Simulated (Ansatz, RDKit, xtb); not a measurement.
# C6H6BF: which of the isomers drawn lies lowest?

A sample of isomers of C6H6BF is drawn. Aim: find which of them has the lowest free energy at 298.15 K, then its properties. The sample is small against all isomers, and the most stable one of this formula need not be in it.

The funnel: GFN2-xTB relaxations, single points with a density functional, relaxations at PBE0-D3(BJ)/def2-SVP, harmonic vibrations (at GFN2-xTB), and a last energy at a higher level. All values are calculated.

### Step 1. Candidates

Isomers were taken from a list of plausible structures; this is a sample, not all of them. That gives 11 candidates.

```
label                           SMILES     spin
 c014                     C#CCC#CB(C)F  singlet
 c089                     Bc1cccc(F)c1  singlet
 c191                       FBc1ccccc1  singlet
 c414        B[C@@]12C=C[C@@H]1C(F)=C2  singlet
 c497                  C=C1C=CC(BF)=C1  singlet
 c498                  BC1=CC(=C)C=C1F  singlet
 c772                    FC1=CC=CBC=C1  singlet
 c792                     Bc1ccc(F)cc1  singlet
 c874                       Bc1ccccc1F  singlet
 c945  B[C@@]12C=C[C@H]3[C@@H]1[C@]32F  singlet
 c946                    FC1=CBC=CC=C1  singlet
```

Candidates are built by distance geometry, with a force field where one applies, in up to four conformers (letters a to d).

### Step 2. Cheap relaxation of all starts

All 12 starts are relaxed the same way. One of them, c792a (taken from a list of plausible isomers, embedded by distance geometry and UFF), in full:

Contents of start.xyz:

```xyz
14
c792a
C     -0.891876    -0.097867     1.214944
C     -0.761626    -0.618159    -0.102410
C     -0.304252     0.177600    -1.184093
C      0.026137     1.531460    -0.912335
C     -0.107898     2.033866     0.364346
C     -0.568532     1.239860     1.443963
B     -1.380122    -1.076765     2.358910
F      0.453435     2.278198    -1.915483
H     -1.532102    -0.609867     3.448509
H     -1.626825    -2.170939     2.156616
H     -1.005169    -1.658266    -0.331321
H     -0.187582    -0.208414    -2.143462
H      0.150340     3.077539     0.566095
H     -0.658584     1.647304     2.417774
```

On the command line:

```bash
$ xtb start.xyz --gfn 2 --opt
```

The program printed (excerpt; [...] marks lines left out):

```text
* xtb version 6.7.1
[...]
          :  # basis functions                  38          :
[...]
          :  # electrons                        40          :
[...]
          :  Hamiltonian                  GFN2-xTB          :
[...]
          :  net charge                          0          :
          :  unpaired electrons                  0          :
[...]
   *** convergence criteria satisfied after 13 iterations ***
[...]
   *** GEOMETRY OPTIMIZATION CONVERGED AFTER 8 ITERATIONS ***
[...]
   *** convergence criteria satisfied after 3 iterations ***
[...]
         ::                     SUMMARY                     ::
         :::::::::::::::::::::::::::::::::::::::::::::::::::::
         :: total energy             -21.845665798750 Eh    ::
         :: gradient norm              0.000288250109 Eh/a0 ::
         :: HOMO-LUMO gap              3.446956669460 eV    ::
         ::.................................................::
         :: SCC energy               -22.169969971729 Eh    ::
         :: -> isotropic ES            0.030043164044 Eh    ::
         :: -> anisotropic ES          0.003158461894 Eh    ::
         :: -> anisotropic XC          0.005145990292 Eh    ::
         :: -> dispersion             -0.010234726634 Eh    ::
         :: repulsion energy           0.324304172978 Eh    ::
         :: add. restraining           0.000000000000 Eh    ::
         :: total charge               0.000000000000 e     ::
         :::::::::::::::::::::::::::::::::::::::::::::::::::::
[...]
        20        2.0000           -0.4154575             -11.3052 (HOMO)
        21                         -0.2887842              -7.8582 (LUMO)
[...]
     #   Z          covCN         q      C6AA      α(0)
     1   6          2.883    -0.068    29.687     8.933
     2   6          2.929    -0.023    28.570     8.766
     3   6          2.911    -0.049    29.219     8.864
     4   6          2.789     0.176    24.206     8.059
     5   6          2.911    -0.049    29.218     8.864
     6   6          2.929    -0.023    28.571     8.766
     7   5          2.785     0.227    17.911     7.075
     8   9          0.787    -0.223    11.472     4.001
     9   1          0.939    -0.089     5.196     3.564
    10   1          0.939    -0.089     5.194     3.563
    11   1          0.926     0.049     2.336     2.390
    12   1          0.926     0.056     2.246     2.344
    13   1          0.926     0.056     2.247     2.344
    14   1          0.926     0.049     2.336     2.390
[...]
molecular dipole:
                 x           y           z       tot (Debye)
 q only:       -0.196      -0.355       0.453
   full:       -0.138      -0.250       0.319       1.089
molecular quadrupole (traceless):
[...]
          | TOTAL ENERGY              -21.845665798750 Eh   |
          | GRADIENT NORM               0.000288250109 Eh/α |
          | HOMO-LUMO GAP               3.446956669460 eV   |
           -------------------------------------------------
[...]
```

Run time: 0.062 s. Hardware: 4 threads of Arm Neoverse V1, shared host.

### Step 3. Distinct minima at GFN2-xTB

12 of the 12 relaxations converged; 1 ended on a minimum already found. 11 distinct structures remain:

```
label  start                     SMILES after     spin  energy (kcal/mol)
c191a  drawn                       FBc1ccccc1  singlet                0.0
c497a  drawn                  C=C1C=CC(BF)=C1  singlet               30.4
c874a  drawn                       Bc1ccccc1F  singlet               32.2
c792a  drawn                     Bc1ccc(F)cc1  singlet               32.3
c089a  drawn                     Bc1cccc(F)c1  singlet               32.7
c946a  drawn                    FC1=CBC=CC=C1  singlet               55.1
c772a  drawn                    FC1=CC=CBC=C1  singlet               56.8
c498a  drawn                  BC1=CC(=C)C=C1F  singlet               62.6
c014b  drawn                     C#CCC#CB(C)F  singlet               73.7
c945a  drawn  B[C@@]12C=C[C@H]3[C@@H]1[C@]32F  singlet               88.2
c414a  drawn        B[C@@]12C=C[C@@H]1C(F)=C2  singlet               94.5
```

### Step 4. Second filter: single points

A choice of the minima (the low ones first, few conformers of a pattern, up to a cap) and the lowest that fell apart get a single point at r2SCAN-D4/def2-SVP on the tight-binding geometry, and one at HF/STO-3G for comparison. The lowest singlets are also tried as triplets at the same geometry (label ending in t). The first, c191a:

Contents of input.yaml:

```yaml
crystal:
  periodic: [false, false, false]
  atoms:
    - symbol: C
      position_ang: [-0.840481, -0.018936, 1.240077]
    - symbol: C
      position_ang: [-0.899674, -0.624295, -0.021649]
    - symbol: C
      position_ang: [-0.510289, 0.051645, -1.162041]
    - symbol: C
      position_ang: [-0.050560, 1.355620, -1.070724]
    - symbol: C
      position_ang: [0.017900, 1.978524, 0.165994]
    - symbol: C
      position_ang: [-0.371565, 1.298900, 1.304145]
    - symbol: B
      position_ang: [-1.279533, -0.784646, 2.517584]
    - symbol: F
      position_ang: [-1.724478, -2.023507, 2.407346]
    - symbol: H
      position_ang: [-1.246218, -0.338030, 3.604350]
    - symbol: H
      position_ang: [-1.258517, -1.640924, -0.094724]
    - symbol: H
      position_ang: [-0.564008, -0.435791, -2.124879]
    - symbol: H
      position_ang: [0.253931, 1.886054, -1.961164]
    - symbol: H
      position_ang: [0.375884, 2.994928, 0.238501]
    - symbol: H
      position_ang: [-0.316953, 1.786694, 2.266536]
basis:
  gaussian: {orbitals: def2-SVP}
hamiltonian: {xc: {name: r2SCAN}, dispersion: d4}
scf: {lower_state_search: "off"}
```

On the command line:

```bash
$ ansatz run input.yaml --threads 4 --pin off --max-ram 7830MiB --events-out events.jsonl --progress --plain --runs-dir runs
```

The program printed (excerpt; [...] marks lines left out):

```text
Warning: RAYON_NUM_THREADS=4 ignored (pool sized by the plan → 4); use --threads N
Functional definition: r2SCAN
  name "r2SCAN"
[...]
1598 factors; their error is unknown
[...]
mean field -9701.81377956 eV, -356.5350802734 hartree, gradient 9.5e-6 eV, S^2 0.000000; 0 other end points of the search recorded, 0 dependent functions left out
reference -9701.81379070 eV, -356.5350806827 hartree; 28, 28 occupied and 114, 114 virtual orbitals, 1598 factors
Total energy: -9701.90890248 eV, -356.5385759759 hartree
Checks for a lower state left out: stability, starts, cluster_reference, orbital_swaps, neighbouring_geometries, increment
```

Run time: 1.9 s. Hardware: 4 threads of Arm Neoverse V1, shared host; peak memory 0.18 GiB.

Relative energies in kcal/mol, each column from its lowest structure that stays in one piece:

```
 label           SMILES     spin  GFN2-xTB  HF/STO-3G  r2SCAN-D4/def2-SVP
 c191a       FBc1ccccc1  singlet       0.0        0.0                 0.0
 c497a  C=C1C=CC(BF)=C1  singlet      30.4       42.9                35.6
 c874a       Bc1ccccc1F  singlet      32.2       43.2                50.3
 c792a     Bc1ccc(F)cc1  singlet      32.3       43.7                50.6
c497at  C=C1C=CC(BF)=C1  triplet         –          –                80.1
c191at       FBc1ccccc1  triplet         –          –                86.4
c874at       Bc1ccccc1F  triplet         –          –               128.1
```

### Step 5. Relaxing the best candidates

3 candidates are relaxed at PBE0-D3(BJ)/def2-SVP (chosen among the lowest in one piece). The first, c191a:

Changes to input.yaml since step 4:

```diff
@@ -33,3 +33,4 @@
   gaussian: {orbitals: def2-SVP}
-hamiltonian: {xc: {name: r2SCAN}, dispersion: d4}
-scf: {lower_state_search: "off"}
+hamiltonian: {xc: {name: PBE0}, dispersion: d3bj}
+scf: {lower_state_search: off}
+relax: {f_tol: 0.006}
```

On the command line:

```bash
$ ansatz run input.yaml --threads 4 --pin off --max-ram 7830MiB --events-out events.jsonl --progress --plain --runs-dir runs
```

The program printed (excerpt; [...] marks lines left out):

```text
Warning: RAYON_NUM_THREADS=4 ignored (pool sized by the plan → 4); use --threads N
[...]
Functional definition: PBE0
  name "PBE0"
[...]
1643 factors; integrals over basis functions are off by at most 3.5e-4 eV
[...]
mean field -9696.22625902 eV, -356.3297426807 hartree, gradient 7.8e-7 eV, S^2 0.000000; 0 other end points of the search recorded, 0 dependent functions left out
[...]
reference -9696.22628754 eV, -356.3297437290 hartree; 28, 28 occupied and 114, 114 virtual orbitals, 1643 factors
relax step   1: F+E_penalty+E_count = -9696.54761501 eV  Δ(F+E_penalty+E_count) = +0.000e0 eV  max|allowed force component| = 8.556e-1 eV/Å  Δτ_max = 0.0000 Å  (17 SCF iters, accepted)
[...]
relax step   6: F+E_penalty+E_count = -9696.59733225 eV  Δ(F+E_penalty+E_count) = +8.207e-5 eV  max|allowed force component| = 5.232e-2 eV/Å  Δτ_max = 0.0117 Å  (15 SCF iters, rejected (line search))
[...]
Atom 5 at    -0.376322     1.288495     1.315679 Å, force    -0.000258     0.000146    -0.000144 eV/Å
Atom 6 at    -1.278410    -0.782427     2.513434 Å, force     0.000263     0.000233     0.000158 eV/Å
Atom 7 at    -1.721332    -2.031101     2.431644 Å, force     0.000011    -0.000103     0.000401 eV/Å
Atom 8 at    -1.235030    -0.280034     3.615861 Å, force    -0.000039     0.000528     0.000045 eV/Å
Atom 9 at    -1.268169    -1.671083    -0.114930 Å, force     0.000073     0.000079    -0.000359 eV/Å
Atom 10 at    -0.562666    -0.436865    -2.156299 Å, force    -0.000006     0.000223    -0.000024 eV/Å
Atom 11 at     0.260691     1.901384    -1.967934 Å, force    -0.000050    -0.000024     0.000136 eV/Å
Atom 12 at     0.381908     3.010641     0.253957 Å, force    -0.000074    -0.000077     0.000186 eV/Å
Atom 13 at    -0.323532     1.775148     2.293924 Å, force    -0.000113    -0.000308    -0.000023 eV/Å
Dipole moment:     0.131520     0.272132    -0.259578 e Å
Checks for a lower state left out: stability, starts, cluster_reference, orbital_swaps, neighbouring_geometries, increment
```

It took 16 s on 4 threads of Arm Neoverse V1, shared host; peak memory 0.37 GiB.

Energy change by step (eV): 0.0000, -0.0457, -0.0497, -0.0498, -0.0498, -0.0497, -0.0499.

After the run. Bond lengths: C1–C2 1.407 Å, C2–C3 1.391 Å, C3–C4 1.397 Å, C4–C5 1.395 Å, C1–C6 1.405 Å, C5–C6 1.392 Å, C1–B7 1.547 Å, B7–F8 1.327 Å, B7–H9 1.212 Å, C2–H10 1.093 Å, C3–H11 1.093 Å, C4–H12 1.093 Å, C5–H13 1.093 Å, C6–H14 1.094 Å. Some angles: C1–C2–C3 120.9°, C2–C1–C6 118.4°, C2–C1–B7 121.6°, C6–C1–B7 120.0°, C2–C3–C4 119.8°, C3–C4–C5 120.3°, C4–C5–C6 119.6°, C1–C6–C5 121.0°, C1–B7–F8 119.9°, C1–C2–H10 119.2°.

### Step 6. Ranking at PBE0-D3(BJ)/def2-SVP

```
label     spin  r2SCAN-D4/def2-SVP (kcal/mol)  PBE0-D3(BJ)/def2-SVP, relaxed (kcal/mol)  time
c191a  singlet                            0.0                                       0.0  16 s
c497a  singlet                           35.6                                      35.4  18 s
c874a  singlet                           50.3                                      50.0  14 s
```

c191a: Bond lengths: C1–C2 1.407 Å, C2–C3 1.391 Å, C3–C4 1.397 Å, C4–C5 1.395 Å, C1–C6 1.405 Å, C5–C6 1.392 Å, C1–B7 1.547 Å, B7–F8 1.327 Å, B7–H9 1.212 Å, C2–H10 1.093 Å, C3–H11 1.093 Å, C4–H12 1.093 Å, C5–H13 1.093 Å, C6–H14 1.094 Å. Some angles: C1–C2–C3 120.9°, C2–C1–C6 118.4°, C2–C1–B7 121.6°, C6–C1–B7 120.0°, C2–C3–C4 119.8°, C3–C4–C5 120.3°, C4–C5–C6 119.6°, C1–C6–C5 121.0°, C1–B7–F8 119.9°, C1–C2–H10 119.2°.

c497a: Bond lengths: C1–C2 1.346 Å, C2–C3 1.468 Å, C3–C4 1.353 Å, C4–C5 1.479 Å, C2–C6 1.466 Å, C5–C6 1.367 Å, C5–B7 1.538 Å, B7–F8 1.329 Å, C1–H9 1.093 Å, C1–H10 1.093 Å, C3–H11 1.090 Å, C4–H12 1.091 Å, B7–H13 1.212 Å, C6–H14 1.091 Å. Some angles: C1–C2–C3 127.9°, C1–C2–C6 126.0°, C3–C2–C6 106.1°, C2–C3–C4 107.9°, C3–C4–C5 109.8°, C4–C5–C6 107.4°, C4–C5–B7 128.7°, C6–C5–B7 123.9°, C2–C6–C5 108.8°, C5–B7–F8 120.2°.

c874a: Bond lengths: C1–C2 1.412 Å, C2–C3 1.389 Å, C3–C4 1.397 Å, C4–C5 1.393 Å, C1–C6 1.406 Å, C5–C6 1.390 Å, C1–B7 1.540 Å, C6–F8 1.328 Å, B7–H9 1.205 Å, B7–H10 1.209 Å, C2–H11 1.093 Å, C3–H12 1.092 Å, C4–H13 1.093 Å, C5–H14 1.091 Å. Some angles: C1–C2–C3 122.2°, C2–C1–C6 116.2°, C2–C1–B7 120.9°, C6–C1–B7 122.8°, C2–C3–C4 119.3°, C3–C4–C5 120.7°, C4–C5–C6 118.7°, C1–C6–C5 122.9°, C1–C6–F8 119.5°, C5–C6–F8 117.6°.

### Step 7. Harmonic analysis of the finalists

The lowest few in one piece go on as finalists. In this search the thermal terms come from GFN2-xTB at its own nearest minimum. The first, c191a:

Contents of start.xyz:

```xyz
14
c191a
C     -0.844838    -0.033402     1.231375
C     -0.905554    -0.642694    -0.034997
C     -0.511569     0.045810    -1.177332
C     -0.049114     1.359430    -1.070591
C      0.019375     1.982935     0.175562
C     -0.376322     1.288495     1.315679
B     -1.278410    -0.782427     2.513434
F     -1.721332    -2.031101     2.431644
H     -1.235030    -0.280034     3.615861
H     -1.268169    -1.671083    -0.114930
H     -0.562666    -0.436865    -2.156299
H      0.260691     1.901384    -1.967934
H      0.381908     3.010641     0.253957
H     -0.323532     1.775148     2.293924
```

On the command line:

```bash
$ xtb start.xyz --gfn 2 --ohess tight
```

The program printed (excerpt; [...] marks lines left out):

```text
* xtb version 6.7.1
[...]
          :  # basis functions                  38          :
[...]
          :  # electrons                        40          :
[...]
          :  Hamiltonian                  GFN2-xTB          :
[...]
          :  net charge                          0          :
          :  unpaired electrons                  0          :
[...]
   *** convergence criteria satisfied after 12 iterations ***
[...]
   *** GEOMETRY OPTIMIZATION CONVERGED AFTER 8 ITERATIONS ***
[...]
   *** convergence criteria satisfied after 3 iterations ***
[...]
         ::                     SUMMARY                     ::
         :::::::::::::::::::::::::::::::::::::::::::::::::::::
         :: total energy             -21.897189179833 Eh    ::
         :: gradient norm              0.000027348335 Eh/a0 ::
         :: HOMO-LUMO gap              3.600553434996 eV    ::
         ::.................................................::
         :: SCC energy               -22.230805551577 Eh    ::
         :: -> isotropic ES            0.033727900123 Eh    ::
         :: -> anisotropic ES          0.002497450293 Eh    ::
         :: -> anisotropic XC          0.008630208904 Eh    ::
         :: -> dispersion             -0.010158188402 Eh    ::
         :: repulsion energy           0.333616371744 Eh    ::
         :: add. restraining           0.000000000000 Eh    ::
         :: total charge               0.000000000000 e     ::
         :::::::::::::::::::::::::::::::::::::::::::::::::::::
[...]
        20        2.0000           -0.4081399             -11.1061 (HOMO)
        21                         -0.2758219              -7.5055 (LUMO)
[...]
molecular dipole:
                 x           y           z       tot (Debye)
 q only:        0.252       0.584      -0.315
   full:        0.252       0.552      -0.409       1.860
molecular quadrupole (traceless):
[...]
          | TOTAL ENERGY              -21.897189179833 Eh   |
          | TOTAL ENTHALPY            -21.786682962724 Eh   |
          | TOTAL FREE ENERGY         -21.826116872032 Eh   |
          | GRADIENT NORM               0.000027344573 Eh/α |
[...]
```

Wall time 0.17 s (4 threads of Arm Neoverse V1, shared host).

### Step 8. Thermal terms of the finalists

As xtb prints them, at 298.15 K, with its own treatment of low modes:

```
label           SMILES     spin  lowest mode (cm⁻¹)  zero-point (kcal/mol)  G − E (kcal/mol)
c191a       FBc1ccccc1  singlet                  82                   64.4              44.6
c497a  C=C1C=CC(BF)=C1  singlet                  67                   63.0              42.9
c874a       Bc1ccccc1F  singlet                 124                   62.7              43.1
```

### Step 9. Energies at the top level

Each finalist gets a single point at CCSD(T)/def2-SVP + MP2/def2-TZVPP - MP2/def2-SVP.

c191a, CCSD(T)/def2-SVP:

Contents of input.yaml:

```yaml
crystal:
  periodic: [false, false, false]
  atoms:
    - symbol: C
      position_ang: [-0.844838, -0.033402, 1.231375]
    - symbol: C
      position_ang: [-0.905554, -0.642694, -0.034997]
    - symbol: C
      position_ang: [-0.511569, 0.045810, -1.177332]
    - symbol: C
      position_ang: [-0.049114, 1.359430, -1.070591]
    - symbol: C
      position_ang: [0.019375, 1.982935, 0.175562]
    - symbol: C
      position_ang: [-0.376322, 1.288495, 1.315679]
    - symbol: B
      position_ang: [-1.278410, -0.782427, 2.513434]
    - symbol: F
      position_ang: [-1.721332, -2.031101, 2.431644]
    - symbol: H
      position_ang: [-1.235030, -0.280034, 3.615861]
    - symbol: H
      position_ang: [-1.268169, -1.671083, -0.114930]
    - symbol: H
      position_ang: [-0.562666, -0.436865, -2.156299]
    - symbol: H
      position_ang: [0.260691, 1.901384, -1.967934]
    - symbol: H
      position_ang: [0.381908, 3.010641, 0.253957]
    - symbol: H
      position_ang: [-0.323532, 1.775148, 2.293924]
basis:
  gaussian: {orbitals: def2-SVP}
correlation: {method: ccsd_t, frozen_orbitals: {C: 1, B: 1, H: 0, F: 1}}
```

On the command line:

```bash
$ ansatz run input.yaml --threads 4 --pin off --max-ram 7830MiB --events-out events.jsonl --progress --plain --runs-dir runs
```

The program printed (excerpt; [...] marks lines left out):

```text
Warning: RAYON_NUM_THREADS=4 ignored (pool sized by the plan → 4); use --threads N
Functional definition: HF
  name "HF"
[...]
1455 factors; integrals over basis functions are off by at most 1.5e-3 eV
[...]
mean field -9649.88113725 eV, -354.6265908697 hartree, gradient 1.5e-6 eV, S^2 0.000000; 0 other end points of the search recorded, 0 dependent functions left out; unrestricted orbitals would lower it
8 core orbitals not correlated: weight in the atoms' cores, before any rotation towards them, 1.000 or more for the frozen orbitals, at most 0.000 for the correlated occupied ones
reference -9649.88113725 eV, -354.6265908697 hartree; 20, 20 occupied and 114, 114 virtual orbitals, 1455 factors
second order -28.20957656 eV of doubles, -0.00000000 eV of singles
cycle   1  -28.50066961 eV  change   -2.9e-1 eV  update   1.3e-1
[...]
cycle  10  -29.46323886 eV  change    1.6e-6 eV  update   1.8e-5
perturbative correction -1.15994332 eV, -0.0426271308 hartree
Total energy: -9680.50431944 eV, -355.7519720578 hartree
```

Wall time 32 s (4 threads of Arm Neoverse V1, shared host); peak memory 1.2 GiB.

[end of part 1 of 2]
